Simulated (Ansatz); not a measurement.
BrClHOSi, SMILES O[Si](Cl)Br, a rigid scan of one bond length

With Ansatz 0.2.0, Python API.

Run as a notebook:

In [1]:
```python
import warnings

import ansatz
import numpy as np
```

In [2]:
```python
BASIS_SET = "def2-SVP"
XC = "pbe"
```

In [3]:
```python
GEOMETRY = """
O     0.28260    1.09220   -0.55310
Si   -0.35740    0.22680    0.69410
Cl   -1.74190   -1.01010   -0.22440
Br    1.40080   -1.00350    1.41860
H     0.46580    0.62100   -1.37660
"""
```

In [4]:
```python
warnings.simplefilter("ignore", ansatz.DeckWarning)
```

In [5]:
```python
system = ansatz.Crystal.molecule()
for line in GEOMETRY.strip().splitlines():
    symbol, *xyz = line.split()
    system = system.atom(symbol, [float(v) for v in xyz])

symbols = [site.symbol for site in system.cartesian_sites]
start = np.array([site.position_ang for site in system.cartesian_sites])
axis = (start[4] - start[0]) / np.linalg.norm(start[4] - start[0])
moving = [4]
lengths, energies = [0.85, 0.889, 0.928, 0.966, 1.005, 1.044, 1.082, 1.14], []
for length in lengths:
    xyz = start.copy()
    xyz[moving] += (length - np.linalg.norm(start[4] - start[0])) * axis
    point = ansatz.Crystal.molecule()
    for symbol, place in zip(symbols, xyz):
        point = point.atom(symbol, place.tolist())
    job = (
        point.calculation()
        .basis(gaussian=BASIS_SET)
        .functional(XC)
        .spin("collinear", total=1)
    )
    data = job.run(threads=1).report
    energies.append(data["free_energy_ev"])
    print(f"r = {length:6.3f} A  E = {energies[-1]:.5f} eV  <S^2> = {abs(data['mean_field']['state']['spin_squared']):.3f}")
```
```text
r =  0.850 A  E = -92473.41787 eV  <S^2> = 0.752
r =  0.889 A  E = -92473.71216 eV  <S^2> = 0.752
r =  0.928 A  E = -92473.87227 eV  <S^2> = 0.752
r =  0.966 A  E = -92473.92901 eV  <S^2> = 0.752
r =  1.005 A  E = -92473.90930 eV  <S^2> = 0.752
r =  1.044 A  E = -92473.82965 eV  <S^2> = 0.752
r =  1.082 A  E = -92473.70881 eV  <S^2> = 0.752
r =  1.140 A  E = -92473.46665 eV  <S^2> = 0.752
```

In [6]:
```python
# quartic fit about the minimum
fit = np.polynomial.Polynomial.fit(lengths, np.array(energies) - min(energies), 4).convert()
roots = [r.real for r in fit.deriv().roots() if abs(r.imag) < 1e-9 and fit.deriv(2)(r.real) > 0]
r_e = min(roots, key=lambda r: abs(r - lengths[int(np.argmin(energies))]))
print(f"minimum of the fit at {r_e:.4f} A, force constant {fit.deriv(2)(r_e):.2f} eV/A^2")
```
```text
minimum of the fit at 0.9740 A, force constant 49.13 eV/A^2
```

The settings weren't tested for convergence. The rest of the molecule is held rigid at a force-field or estimated start geometry, and the basis set is modest; single-reference methods fail as a bond breaks. The species is open-shell (spin multiplicity 2). Spin-orbit coupling of the heavy open-shell atom is left out. The whole script took 27 s on 1 thread of Arm Neoverse V1, on a shared host, peak memory 0.21 GiB.

(Lines on the test bed's own set-up are left out of the output.)
